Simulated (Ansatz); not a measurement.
This script drives the Python package of Ansatz (0.2.0).

`drho_yb3tlc.py`:
```python
'''Density difference of Yb3TlC against its sublattices.'''

import argparse

import ansatz as az
import numpy as np

parser = argparse.ArgumentParser(description='Density difference of Yb3TlC against its sublattices.')
parser.add_argument('--filling', required=True, help='how the bands are filled')
parser.add_argument('--width-ev', type=float, default=0.1, help='smearing width (eV)')
parser.add_argument('--xc', default='lda', help='exchange-correlation functional')
parser.add_argument('--cutoff', type=float, default=460.0, help='plane-wave cutoff (eV)')
parser.add_argument('--kmesh', type=int, nargs=3, default=[4, 4, 4], help='k-point sampling')
args = parser.parse_args()

vectors0 = np.array([
    [5.962849, 0.0, 0.0],
    [0.0, 5.962849, 0.0],
    [0.0, 0.0, 5.962849],
])
sites = [
    ('Yb', (0.0, 0.5, 0.5)),
    ('Yb', (0.5, 0.5, 0.0)),
    ('Yb', (0.5, 0.0, 0.5)),
    ('Tl', (0.5, 0.5, 0.5)),
    ('C', (0.0, 0.0, 0.0)),
]


def make_crystal(cell):
    crystal = az.Crystal(lattice=az.Lattice.of(cell))
    for symbol, position in sites:
        crystal = crystal.atom(symbol, position)
    return crystal

# one cutoff and one grid for all runs, so that the fields can be subtracted
def solve(crystal):
    return (
        crystal.calculation()
        .occupations(args.filling, width=args.width_ev)
        .functional(args.xc)
        .basis(args.cutoff, grid_basis='typed')
        .kpoints(*args.kmesh)
        .density()
        .run(threads=1)
    )


whole = solve(make_crystal(vectors0))
difference = whole.density().channels[0].density_e_per_ang3.copy()
binding = whole.report['free_energy_ev']
for element in ['Yb', 'Tl', 'C']:
    part = az.Crystal(lattice=az.Lattice.of(vectors0))
    for symbol, position in sites:
        if symbol == element:
            part = part.atom(symbol, position)
    alone = solve(part)
    difference -= alone.density().channels[0].density_e_per_ang3
    binding -= alone.report['free_energy_ev']
    print(f'{element} sublattice: {alone.report["n_electrons"]:g} electrons, {alone.report["n_iterations"]} iterations')

voxel = abs(np.linalg.det(vectors0)) / difference.size
print(f'energy of the crystal less its unpolarised sublattices: {binding / len(sites):.4f} eV/atom')
print(f'net charge of the difference {difference.sum() * voxel:.5f} e, charge rearranged {0.5 * np.abs(difference).sum() * voxel:.3f} e')
print(f'extremes {difference.min():.4f} and {difference.max():.4f} e/A^3')
for (symbol, position) in sites:
    index = tuple(int(round(p * n)) % n for p, n in zip(position, difference.shape))
    print(f'  change of the pseudo-density at the grid point nearest {symbol}: {difference[index]:+.4f} e/A^3')
```

It is started by `python drho_yb3tlc.py --filling fermi_dirac`. How long does it take on 1 thread of Arm Neoverse V2 (shared host), and how much memory does it need?

It took about 16 s, with a peak of 0.54 GiB, for 4 runs of the engine.

```console
$ python drho_yb3tlc.py --filling fermi_dirac
Yb sublattice: 72 electrons, 11 iterations
Tl sublattice: 13 electrons, 7 iterations
C sublattice: 4 electrons, 6 iterations
energy of the crystal less its unpolarised sublattices: -1.3836 eV/atom
net charge of the difference 0.00000 e, charge rearranged 1.185 e
extremes -0.1827 and 0.0520 e/A^3
  change of the pseudo-density at the grid point nearest Yb: -0.1827 e/A^3
  change of the pseudo-density at the grid point nearest Yb: -0.1827 e/A^3
  change of the pseudo-density at the grid point nearest Yb: -0.1827 e/A^3
  change of the pseudo-density at the grid point nearest Tl: +0.0062 e/A^3
  change of the pseudo-density at the grid point nearest C: -0.0027 e/A^3
```

Semilocal functionals put the nearly full 4f shell of Yb too close to the Fermi level. For a metal this k-point mesh is coarse: on a finer one energies can move by several to tens of meV an atom and pressures by half a GPa or more, differences at one mesh by less. Spin-orbit coupling, which matters for elements this heavy, is left out. The fields are valence quantities on the plane-wave grid; their values near the nuclei depend on the potentials. This cell is a computed structure, which may not be the phase found in nature. Charge moved counts every rearrangement, bonding and polarisation too, and is no transfer between atoms; the bare sublattices are artificial references. Values near the nuclei depend on the potentials.
